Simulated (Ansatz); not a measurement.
The system is NaLaMnMoO6.

```
Na La Mn Mo O
1.0
     5.10934   -0.00669    0.01056
    -0.23945    5.68925    0.00703
    -0.92899   -2.82542    5.11884
Na La Mn Mo O
1 1 1 1 6
Cartesian
  1.9223 1.9516 0.3919
  -0.6075 1.8350 3.5165
  1.8742 -0.9083 2.0852
  4.0976 4.6175 1.5746
  2.6717 1.1441 5.1017
  2.9598 3.6581 2.8448
  3.1703 0.4987 1.9182
  0.4613 3.2483 1.8839
  0.7994 -0.1395 0.5996
  0.3708 -0.2245 3.2390
```

The cell was built by a generator and needn't be a form met in nature.

* Program: Ansatz 0.2.0
* Task: single point
* Functional: PBE
* Potentials or basis: Ansatz PAW
* Cutoff: 420 eV (not typed: the program's choice for these potentials)
* k mesh: 6 × 6 × 5
* Occupations: fermi-dirac, width 0.05 eV
* Spin: collinear spin, ferromagnetic start
* Starting moments: [0.0, 0.0, 4.0, 1.0, 0.0, 0.0, 0.0, 0.0, 0.0, 0.0] μB

On this cell: pressure 0.0 GPa; largest force 0.004 eV/Å; net moment 3.00 μB per cell; site moments Na +0.00; La +0.01; Mn +2.64; Mo -0.16; O +0.02, +0.00, +0.01, +0.08 μB; band gap on the k mesh 0.86 eV, indirect (least direct gap 1.11 eV).

The same run follows on a disturbed copy (atoms moved at random, drawn with an rms of 0.05 Å):

```
CELL_PARAMETERS angstrom
5.10934 -0.00669 0.01056
-0.23945 5.68925 0.00703
-0.92899 -2.82542 5.11884
ATOMIC_POSITIONS crystal
Na 0.40883 0.38314 0.06865
La 0.03023 0.66238 0.68989
Mn 0.43620 0.04191 0.40285
Mo 0.90659 0.96611 0.31004
O 0.73735 0.69358 0.99202
O 0.72008 0.91974 0.55704
O 0.69757 0.27224 0.37454
O 0.18443 0.75103 0.35933
O 0.18214 0.03660 0.11979
O 0.20874 0.27755 0.63197
```

Task: What changes?

Result: The energy moves by +6.8 meV/atom; pressure -0.3 GPa; largest force 1.124 eV/Å; net moment 3.00 μB per cell; site moments Na +0.00; La +0.01; Mn +2.66; Mo -0.17; O +0.02, -0.00, +0.08 μB; band gap on the k mesh 0.69 eV, indirect (least direct gap 0.95 eV).

Forces in eV/Å, atoms in the order of the input:
```
Na   0.046 -0.074  0.090
La   0.032  0.149 -0.123
Mn   0.706 -0.144  0.064
Mo  -0.738 -0.213 -0.821
O    0.118  0.353  0.765
O    0.098  0.245 -0.219
O    0.141  0.033  0.078
O    0.231 -0.415  0.327
O   -0.178  0.093 -0.254
O   -0.456 -0.027  0.093
```

Stress tensor (GPa, compression positive):
```
-0.05 -0.89 -0.10
-0.89  0.09 -0.44
-0.10 -0.44 -1.04
```

Caveats: odd divisions of the mesh miss points on the zone boundary, where band edges often lie, so the gap on the mesh can be too wide; spin-orbit coupling is left out, which moves the levels of the heavy elements; a cell with one magnetic atom can't hold antiferromagnetic order, which such compounds often take; the starting moments weren't kept.

A k mesh can miss the band edges.
